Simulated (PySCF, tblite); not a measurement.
**C6H15PSi: geometry, infrared bands and NMR shifts**

Aim: predict the infrared bands and NMR shifts of C6H15PSi (`CC[C@@H]1CP([SiH3])[C@@H]1C`).

The runs use tblite 0.8.0 and PySCF 2.14.0, with density-fitted response routines of our own; the level of theory stands in each step. All values are computed, except where a source is named. Atoms count from 0, in the outputs and in this text.

**1. The starting structure**

23 atoms, charge 0, multiplicity 1; geometry from: force field or distance geometry start.

Bonds of the start (Å): C0–C1 1.52, C1–C2 1.55, C2–C3 1.54, C3–P4 1.82, P4–Si5 2.22, P4–C6 1.87, C6–C7 1.52, C6–C2 1.58, C0–H8 1.10, C0–H9 1.09, C0–H10 1.09, C1–H11 1.08, C1–H12 1.11, C2–H13 1.10, C3–H14 1.10, C3–H15 1.10, Si5–H16 1.47, Si5–H17 1.49, Si5–H18 1.48, C6–H19 1.09, C7–H20 1.09, C7–H21 1.10, C7–H22 1.10.

**2. Optimising the geometry with GFN2-xTB**

Job settings and geometry (Å):

```
{"job": {"kind": "relax", "xc": "GFN2-xTB", "basis": "xTB"}, "charge": 0, "multiplicity": 1}
C     -2.434500    -1.436000     0.237000
C     -1.801400    -0.107500    -0.159600
C     -0.259700    -0.230000    -0.129900
C      0.374600    -0.372500     1.269500
P      1.824900     0.607000     0.783000
Si     3.112600    -0.873100    -0.262400
C      0.565000     1.063500    -0.516100
C     -0.098800     2.425700    -0.355500
H     -3.528500    -1.351300     0.200000
H     -2.142300    -2.236000    -0.438200
H     -2.164000    -1.731200     1.251500
H     -2.135900     0.163100    -1.153700
H     -2.142900     0.671300     0.547500
H      0.002900    -1.064800    -0.801200
H     -0.161100     0.147100     2.083300
H      0.595700    -1.399600     1.609300
H      2.281900    -1.774100    -1.081900
H      3.847900    -1.669900     0.759000
H      4.072800    -0.143800    -1.125800
H      1.012900     0.996800    -1.507600
H      0.614100     3.234800    -0.518100
H     -0.903000     2.543800    -1.099600
H     -0.537800     2.563600     0.647200
```

Started as:

```bash
$ OMP_NUM_THREADS=1 python probes_run.py task.json out
```

The driver reads the jobs from task.json and runs them one after another.

Output:

```text
step      E/eV     max force
  0    -672.96085    1.904
  1    -673.06011    0.941
  2    -673.09803    0.405
  3    -673.11580    0.336
  4    -673.12797    0.315
  5    -673.13774    0.216
  6    -673.14345    0.176
  7    -673.14710    0.181
  8    -673.15023    0.153
  9    -673.15271    0.108
 10    -673.15434    0.073
 11    -673.15557    0.066
 12    -673.15685    0.079
 13    -673.15810    0.077
 14    -673.15909    0.070
 15    -673.15982    0.064
 16    -673.16045    0.056
 17    -673.16099    0.047
 18    -673.16135    0.038
 19    -673.16156    0.037
 20    -673.16172    0.030
 21    -673.16189    0.035
 22    -673.16205    0.030
 23    -673.16217    0.025
 24    -673.16226    0.025
 25    -673.16236    0.038
 26    -673.16248    0.039
 27    -673.16260    0.025
 28    -673.16271    0.021
 29    -673.16283    0.024
 30    -673.16299    0.033
 31    -673.16318    0.036
 32    -673.16338    0.036
 33    -673.16357    0.030
 34    -673.16375    0.029
 35    -673.16389    0.028
 36    -673.16400    0.024
 37    -673.16406    0.015
 38    -673.16412    0.019
 39    -673.16417    0.018
 40    -673.16421    0.014
 41    -673.16424    0.011
 42    -673.16426    0.011
 43    -673.16428    0.012
 44    -673.16430    0.009
```

Run time: 0.41 s. Hardware: 1 thread of Arm Neoverse V1, shared host.

The steps of the relaxation: (not every step is listed)

```
step  energy from step 0 (eV)  largest force (eV/Å)
   0                   0.0000                1.9036
   1                  -0.0993                0.9413
   2                  -0.1372                0.4051
   3                  -0.1549                0.3358
   4                  -0.1671                0.3148
   5                  -0.1769                0.2158
   6                  -0.1826                0.1762
   7                  -0.1862                0.1811
   8                  -0.1894                0.1532
  11                  -0.1947                0.0659
  14                  -0.1982                0.0695
  17                  -0.2001                0.0474
  20                  -0.2009                0.0303
  23                  -0.2013                0.0251
  26                  -0.2016                0.0386
  29                  -0.2020                0.0237
  32                  -0.2025                0.0358
  35                  -0.2030                0.0278
  38                  -0.2033                0.0194
  39                  -0.2033                0.0181
  40                  -0.2034                0.0144
  41                  -0.2034                0.0108
  42                  -0.2034                0.0107
  43                  -0.2034                0.0119
  44                  -0.2034                0.0088
```

Distances of close pairs at the start and the end, largest changes first:

```
   bond  before (Å)  after (Å)  change (Å)
  C3–P4       1.816      1.877      +0.060
  C2–C6       1.582      1.546      -0.036
  P4–C6       1.866      1.895      +0.028
Si5–H17       1.490      1.463      -0.026
  C1–C2       1.547      1.524      -0.022
Si5–H18       1.483      1.463      -0.020
 P4–Si5       2.223      2.241      +0.018
 C7–H22       1.103      1.088      -0.015
```

The next job starts from the end point, and lists it.

**3. Harmonic vibrations with GFN2-xTB**

Job settings and geometry (Å):

```
{"job": {"kind": "ir", "xc": "GFN2-xTB", "basis": "xTB"}, "charge": 0, "multiplicity": 1}
C     -2.453965    -1.405187     0.240654
C     -1.784829    -0.092204    -0.152095
C     -0.265624    -0.214767    -0.126335
C      0.369400    -0.384680     1.260539
P      1.846861     0.675336     0.795645
Si     3.104722    -0.851087    -0.257084
C      0.560646     1.020961    -0.552024
C     -0.106688     2.372401    -0.344105
H     -3.536613    -1.303529     0.215358
H     -2.167133    -2.200796    -0.444386
H     -2.160429    -1.696773     1.246535
H     -2.101972     0.188476    -1.159682
H     -2.105451     0.693940     0.533584
H      0.018423    -1.060488    -0.761252
H     -0.212978     0.109847     2.041135
H      0.584852    -1.404246     1.577660
H      2.401332    -1.815242    -1.111948
H      3.811903    -1.602413     0.780579
H      4.047125    -0.108637    -1.094012
H      0.942207     0.962016    -1.575777
H      0.610735     3.167775    -0.539827
H     -0.953374     2.497604    -1.017192
H     -0.453905     2.478676     0.681751
```

Output:

```text
mode    cm-1     km/mol
  1     -14.7      0.01
  2      73.7      0.53
  3     102.1      0.09
  4     120.9      0.12
  5     154.1      0.27
  6     194.4      0.03
  7     224.8      0.18
  8     248.7      0.07
  9     264.4      0.68
 10     315.3      1.50
 11     387.3      2.19
 12     415.6     19.68
 13     471.0     15.32
 14     488.0     37.42
 15     515.0     20.38
 16     590.1      1.23
 17     682.9      0.26
 18     738.2      6.89
 19     753.8    456.12
 20     769.8    293.52
 21     805.2    102.88
 22     811.8     28.25
 23     827.0     12.10
 24     865.1      2.45
 25     966.4      6.53
 26     998.7      6.72
 27    1007.6      2.84
 28    1013.4      2.43
 29    1036.4      1.15
 30    1088.2      0.67
 31    1117.1      9.93
 32    1146.3      1.17
 33    1153.4      0.32
 34    1181.5      4.08
 35    1197.7      0.50
 36    1254.4      0.67
 37    1268.8      0.22
 38    1304.1      3.46
 39    1313.2      3.97
 40    1357.1      0.32
 41    1406.0      3.50
 42    1414.5      1.97
 43    1453.0      0.90
 44    1485.7      1.23
 45    1497.4      1.75
 46    1502.0      2.42
 47    1505.0      2.65
 48    1507.6      2.16
 49    2212.4    256.77
 50    2255.1    137.83
 51    2265.3    333.87
 52    2915.5     16.20
 53    2930.8     44.52
 54    2955.9     21.46
 55    2965.0     40.99
 56    2981.0     19.61
 57    2987.8     28.52
 58    3010.8     46.90
 59    3018.0     31.32
 60    3026.3     18.06
 61    3027.5     50.07
 62    3032.5     55.27
 63    3038.9     29.57
```

Wall time 1.1 s (1 thread of Arm Neoverse V1, shared host).

Which atoms move in the most intense modes:

```
cm⁻¹  km/mol                         atoms
 754   456.1            H17 40 %, H18 39 %
 770   293.5  H18 34 %, H17 32 %, H16 29 %
 805   102.9  H16 46 %, H17 17 %, H18 15 %
2212   256.8                      H16 96 %
2255   137.8            H17 71 %, H18 26 %
2265   333.9            H18 70 %, H17 25 %
3028    50.1   H22 47 %, H9 24 %, H20 17 %
3032    55.3             H8 66 %, H10 24 %
```

**4. Nuclear shieldings: PBE0/pcSseg-1**

The job, as its differences from that of step 3:

```diff
@@ -1,2 +1,2 @@
-{"job": {"kind": "ir", "xc": "GFN2-xTB", "basis": "xTB"}, "charge": 0, "multiplicity": 1}
+{"job": {"kind": "nmr", "xc": "PBE0", "basis": "pcSseg-1"}, "charge": 0, "multiplicity": 1}
 C     -2.453965    -1.405187     0.240654
```

With the program's defaults for keys left out, this is: GIAO PBE0/pcSseg-1 NMR shielding, non-relativistic, gas phase.

Output:

```text
coarse grid: 19064 points
cycle   1  E = -867.7940686496  dE =  6.422e-01  |g| = 4.300e-01  |ddm| = 4.218e+00
cycle   2  E = -867.7722974278  dE =  2.177e-02  |g| = 5.198e-01  |ddm| = 9.293e-01
cycle   3  E = -867.8438433077  dE = -7.155e-02  |g| = 6.883e-02  |ddm| = 6.210e-01
cycle   4  E = -867.8449457375  dE = -1.102e-03  |g| = 2.980e-02  |ddm| = 1.337e-01
cycle   5  E = -867.8451637140  dE = -2.180e-04  |g| = 5.473e-03  |ddm| = 3.074e-02
cycle   6  E = -867.8451704719  dE = -6.758e-06  |g| = 1.769e-03  |ddm| = 9.245e-03
final grid: 171680 points
cycle   7  E = -867.8955795038  dE = -6.957e-05  |g| = 1.046e-02  |ddm| = 5.150e-02
cycle   8  E = -867.8955577582  dE =  2.175e-05  |g| = 1.376e-02  |ddm| = 2.449e-02
cycle   9  E = -867.8956077257  dE = -4.997e-05  |g| = 1.249e-03  |ddm| = 1.624e-02
cycle  10  E = -867.8956081238  dE = -3.981e-07  |g| = 3.511e-04  |ddm| = 1.970e-03
cycle  11  E = -867.8956081527  dE = -2.882e-08  |g| = 7.393e-05  |ddm| = 3.420e-04
cycle  12  E = -867.8956081540  dE = -1.310e-09  |g| = 2.793e-05  |ddm| = 1.384e-04
cycle  13  E = -867.8956081542  dE = -2.001e-10  |g| = 5.084e-06  |ddm| = 3.313e-05
converged SCF energy = -867.8956081542

GIAO shielding tensors (ppm)
atom      isotropic    diamagn.    paramagn.     s11        s22        s33       span
  0 C      174.567     246.047     -71.480    160.401    175.331    187.969     27.568
  1 C      155.986     247.244     -91.259    146.673    150.290    170.994     24.320
  2 C      141.761     251.364    -109.604    115.345    146.274    163.664     48.319
  3 C      166.651     254.221     -87.570    147.518    163.621    188.814     41.296
  4 P      425.833     967.774    -541.941    284.813    435.204    557.481    272.669
  5 Si     426.134     880.935    -454.801    388.260    414.850    475.293     87.033
  6 C      154.879     253.169     -98.290    142.569    150.657    171.410     28.842
  7 C      168.324     247.016     -78.692    155.305    167.969    181.699     26.393
  8 H       30.635      27.599       3.036     25.593     27.650     38.663     13.069
  9 H       31.112      30.009       1.104     26.419     29.293     37.625     11.207
 10 H       30.792      30.273       0.518     25.814     30.765     35.796      9.982
 11 H       30.445      32.379      -1.934     25.139     29.994     36.203     11.064
 12 H       30.325      32.986      -2.661     25.271     31.859     33.845      8.574
 13 H       28.619      36.044      -7.425     24.690     29.999     31.168      6.478
 14 H       29.825      33.227      -3.402     26.858     28.391     34.227      7.369
 15 H       29.829      33.179      -3.350     25.486     28.476     35.525     10.040
 16 H       27.292      30.334      -3.043     23.082     26.895     31.899      8.817
 17 H       27.674      29.435      -1.761     24.267     25.145     33.609      9.342
 18 H       27.677      29.667      -1.990     24.195     25.316     33.520      9.326
 19 H       29.507      34.295      -4.788     24.181     29.986     34.354     10.173
 20 H       30.440      29.274       1.166     25.781     28.021     37.518     11.737
 21 H       30.250      30.559      -0.308     25.079     28.396     37.276     12.198
 22 H       30.254      31.340      -1.087     26.882     29.251     34.628      7.745
```

Wall time 46 s (1 thread of Arm Neoverse V1, shared host); peak memory 1.1 GiB.

The references, computed at this level on geometries of the same kind, shield at (ppm): 1H TMS 31.72, 13C TMS 186.9, 29Si TMS 349.2, 31P H3PO4 318.4. Their shielding less the atom's gives the shift. The references are single molecules in the gas phase, so shifts against H2O, NH3, PH3, H3PO4 or CFCl3 are not on the usual liquid scales and can be off by tens of ppm. Atoms listed in one row are averaged.

```
        atoms                                         environment  σ (ppm)  δ (ppm)  δ scaled to CDCl3
           C2                                    sp3 CH in a ring    141.8     45.2               42.2
           C6                                  sp3 CH bonded to P    154.9     32.0               29.4
           C1                                             sp3 CH2    156.0     30.9               28.3
           C3                                 sp3 CH2 bonded to P    166.7     20.3               17.9
           C7                                       methyl carbon    168.3     18.6               16.2
           C0                                       methyl carbon    174.6     12.4               10.1
H16, H17, H18                   hydrogen on a silicon bonded to P    27.55     4.17                  –
          H13                     hydrogen on an sp3 CH in a ring    28.62     3.10               3.03
          H19                   hydrogen on an sp3 CH bonded to P    29.51     2.21               2.19
          H14                  hydrogen on an sp3 CH2 bonded to P    29.83     1.89               1.89
          H15                  hydrogen on an sp3 CH2 bonded to P    29.83     1.89               1.89
H20, H21, H22                         hydrogen on a methyl carbon    30.31     1.40               1.43
          H12                              hydrogen on an sp3 CH2    30.32     1.39               1.42
          H11                              hydrogen on an sp3 CH2    30.45     1.27               1.30
  H8, H9, H10                         hydrogen on a methyl carbon    30.85     0.87               0.93
           P4  phosphorus bonded to 2 C, Si, in a 4-membered ring    425.8   -107.5                  –
          Si5                            silicon bonded to P, 3 H    426.1    -77.0                  –
```

The scaled column applies a straight-line fit of computed shieldings to shifts measured in CDCl3 (root-mean-square error 0.16 ppm for H, 1.9 ppm for C).

Charges from the same density, by scheme (e):

```
atoms  Mulliken    IAO  Hirshfeld  ESP fit
   C0     -0.25  -0.42      -0.12    -0.24
   C1     -0.21  -0.25      -0.07     0.09
   C2     -0.27  -0.10      -0.03    -0.44
   C3     -0.35  -0.43      -0.11     0.22
   P4      0.06   0.17       0.05    -0.48
  Si5      0.36   0.39       0.24     0.45
   C6     -0.46  -0.25      -0.06     0.67
   C7     -0.18  -0.41      -0.12    -0.76
```

Mayer bond orders: C0–C1 1.06, C1–C2 1.02, C2–C3 0.97, C3–P4 0.96, P4–Si5 0.91, P4–C6 0.96, C6–C7 1.02, C6–C2 0.95.

Ring of atoms C2, C3, P4, C6: NICS(0) -1.0, NICS(1) -0.7, NICS(1)zz 5.6 ppm (means of both faces).

**5. Results**

```
                                                              quantity                                                     value
                             strongest single infrared mode (GFN2-xTB)                                      754 cm⁻¹, 456 km/mol
                                          zero-point energy (GFN2-xTB)                                            119.5 kcal/mol
                                13C shifts against TMS (PBE0/pcSseg-1)                    45.2, 32.0, 30.9, 20.3, 18.6, 12.4 ppm
1H shifts against TMS (PBE0/pcSseg-1, means over atoms taken as alike)  4.17, 3.10, 2.21, 1.89, 1.89, 1.40, 1.39, 1.27, 0.87 ppm
                              31P shifts against H3PO4 (PBE0/pcSseg-1)                                                -107.5 ppm
                               29Si shifts against TMS (PBE0/pcSseg-1)                                                 -77.0 ppm
```

**Reading.** The optimisation took 44 steps and gained 0.203 eV; among the close pairs (by a distance rule), C3–P4 changed most, from 1.816 to 1.877 Å. The lowest mode is slightly imaginary (15i cm⁻¹), a soft motion within the noise of the Hessian, so the minimum is not strictly shown. The strongest single mode, at 754 cm⁻¹, moves mainly H17 and H18. GFN2-xTB is a fitted tight-binding method: band positions and strengths are rough. Its intensities can rank the bands wrongly. At PBE0/pcSseg-1: Shielding is most anisotropic at P4 (span 273 ppm, paramagnetic term -542 ppm).
